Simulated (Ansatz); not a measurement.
# Al2Ru: the cost of one run

Method: DFT LDA, scalar-relativistic, plane waves, PAW, in Ansatz 0.2.0.

28 further runs of the same task are left out: 28 set aside as unsound or not needed.

**1. The system as given**

It takes space group I4/mmm (No. 139, tetragonal). Conventional cell: a = 3.099 Å, b = 3.099 Å, c = 8.351 Å, α = 90.00°, β = 90.00°, γ = 90.00°. Al (site symmetry 4mm) is surrounded by 5 Ru at 2.56 to 2.85 Å and 5 Al at 2.66 to 2.67 Å. Ru (site symmetry 4/mmm) has 10 Al at 2.56 to 2.85 Å as nearest neighbours.

Structure file:

```
CELL_PARAMETERS angstrom
-1.54946 1.54946 4.17531
1.54946 -1.54946 4.17531
1.54946 1.54946 -4.17531
ATOMIC_POSITIONS crystal
Al 0.65909 0.65909 0.00000
Al 0.34091 0.34091 0.00000
Ru 0.00000 0.00000 0.00000
```

It goes back to an entry of the Materials Project, which need not be the stable form.

This cell was relaxed beforehand with the same method: volume 13.37 Å³/atom, gap on the mesh none (metal).

**2. What is varied**

The energy is mapped over volume and a fixed ferromagnetic moment.

First coordinate, volume per atom: 7 values from 10.02 to 16.71 Å³. Second coordinate, total spin moment of the cell, held fixed: 9 values from 0.000 to 1.500 μB.

Nothing else is relaxed (shape and fractional coordinates fixed). Points are written as (first, second).

**3. The run at (10.02 Å³, 1.125 μB)**

input.yaml reads:

```yaml
crystal:
  lattice:
    - [-1.4077682916, 1.4077682916, 3.7934989081]
    - [1.4077682916, -1.4077682916, 3.7934989081]
    - [1.4077682916, 1.4077682916, -3.7934989081]
  atoms:
    - { symbol: Al, position: [0.6590860915, 0.6590860915, 0.0] }
    - { symbol: Al, position: [0.3409139085, 0.3409139085, 0.0] }
    - { symbol: Ru, position: [0.0, 0.0, 0.0], spin: 1.125 }
basis:
  ecutwfc: 420
kpoints:
  mp_grid: { grid: [20, 20, 20] }
hamiltonian:
  xc: lda
  pseudopotentials: { kind: paw, azcp: { folder: soft_1 } }
scf:
  occupations: { method: gaussian, width: 0.15 }
  lower_state_search: "off"
output:
  forces: true
  stress: true
  eigenvalues: true
  populations: true
magnetization:
  spin_polarized: true
  initial_magnetization: 1.125
  spin_locking: { lock_magnetization: hard }
```

The run is started by

```console
ansatz run input.yaml --threads 4 --pin off --max-ram 8192MiB --backend cpu --events-out ev --progress --plain --runs-dir out
```

Q: Estimate wall time and peak memory on 4 threads of Intel Xeon Platinum 8488C (Sapphire Rapids), shared host.

About 9 s, with a peak of 0.77 GiB.
